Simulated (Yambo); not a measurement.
Input of a Yambo 5.3.0 run:

optics6.in

```
optics
chi
Chimod= "HARTREE"
% BndsRnXd
 1 | 16 |
%
NGsBlkXd= 4 Ry
% LongDrXd
 0 | 1 | 0 |
%
% QpntsRXd
 1 | 1 |
%
% EnRngeXd
 0 | 10 | eV
%
% DmRngeXd
 0.05 | 0.05 | eV
%
ETStpsXd= 300
```

scf.in

```
&CONTROL
  calculation = 'scf'
  prefix = 'pwscf'
  outdir = './tmp'
  pseudo_dir = './pseudo'
/
&SYSTEM
  ibrav = 0
  nat = 3
  ntyp = 2
  ecutwfc = 48
  nbnd = 18
  occupations = 'smearing'
  smearing = 'fd'
  degauss = 0.00367493
  force_symmorphic = .true.
/
&ELECTRONS
  conv_thr = 6d-10
  electron_maxstep = 120
  mixing_beta = 0.5
/
ATOMIC_SPECIES
Mo    95.9500 Mo.upf
Si    28.0850 Si.upf
CELL_PARAMETERS angstrom
  -1.6000000000    1.6000000000    3.9305000000
   1.6000000000   -1.6000000000    3.9305000000
   1.6000000000    1.6000000000   -3.9305000000
ATOMIC_POSITIONS crystal
Mo     0.0000000000    0.0000000000    0.0000000000
Si     0.6670000000    0.6670000000    0.0000000000
Si     0.3330000000    0.3330000000    0.0000000000
K_POINTS automatic
12 12 12 0 0 0
```

File nscf.in:

```
&CONTROL
  calculation = 'nscf'
  prefix = 'pwscf'
  outdir = './tmp'
  pseudo_dir = './pseudo'
/
&SYSTEM
  ibrav = 0
  nat = 3
  ntyp = 2
  ecutwfc = 48
  nbnd = 36
  occupations = 'smearing'
  smearing = 'fd'
  degauss = 0.00367493
  force_symmorphic = .true.
/
&ELECTRONS
  conv_thr = 1d-08
  diago_full_acc = .true.
  diago_thr_init = 1d-06
/
ATOMIC_SPECIES
Mo    95.9500 Mo.upf
Si    28.0850 Si.upf
CELL_PARAMETERS angstrom
  -1.6000000000    1.6000000000    3.9305000000
   1.6000000000   -1.6000000000    3.9305000000
   1.6000000000    1.6000000000   -3.9305000000
ATOMIC_POSITIONS crystal
Mo     0.0000000000    0.0000000000    0.0000000000
Si     0.6670000000    0.6670000000    0.0000000000
Si     0.3330000000    0.3330000000    0.0000000000
K_POINTS automatic
12 12 12 0 0 0
```

Potentials or basis: PseudoDojo 0.4 SR PBEsol stringent.

Command:

```sh
$ OMP_NUM_THREADS=1 pw.x -in scf.in > scf.out
$ OMP_NUM_THREADS=1 pw.x -in nscf.in > nscf.out
$ cd tmp/pwscf.save; p2y; mv SAVE ../..; cd ../..
$ OMP_NUM_THREADS=1 yambo
$ OMP_NUM_THREADS=1 yambo -F optics6.in -J optics6 -C optics6_out
```

Task: Predict the band gap on the k mesh, mean-field level.

Result: None (metal or under the smearing width).

Dielectric function (along the field direction of the input):
```csv
energy (eV),real part,imaginary part
0.27,23.63,0.53
0.77,20.05,1.04
1.27,19.93,3.98
1.77,22.11,5.22
2.31,24.91,10.58
2.81,20.59,10.88
3.31,24.22,16.31
3.85,19.30,34.15
4.35,3.99,23.04
4.85,2.01,19.33
5.38,2.84,25.49
5.89,-10.46,27.05
6.39,-15.81,20.78
6.92,-12.85,13.11
7.42,-11.76,7.16
7.93,-9.75,5.42
8.46,-8.63,3.18
8.96,-7.06,1.94
9.46,-6.15,1.68
10.00,-4.80,0.61
```

Caveat: the intraband (Drude) term of the metal is left out; the ground state has no gap, which makes the many-body step unreliable; spectra need much finer meshes, so this one isn't converged; these spectra lack excitons.
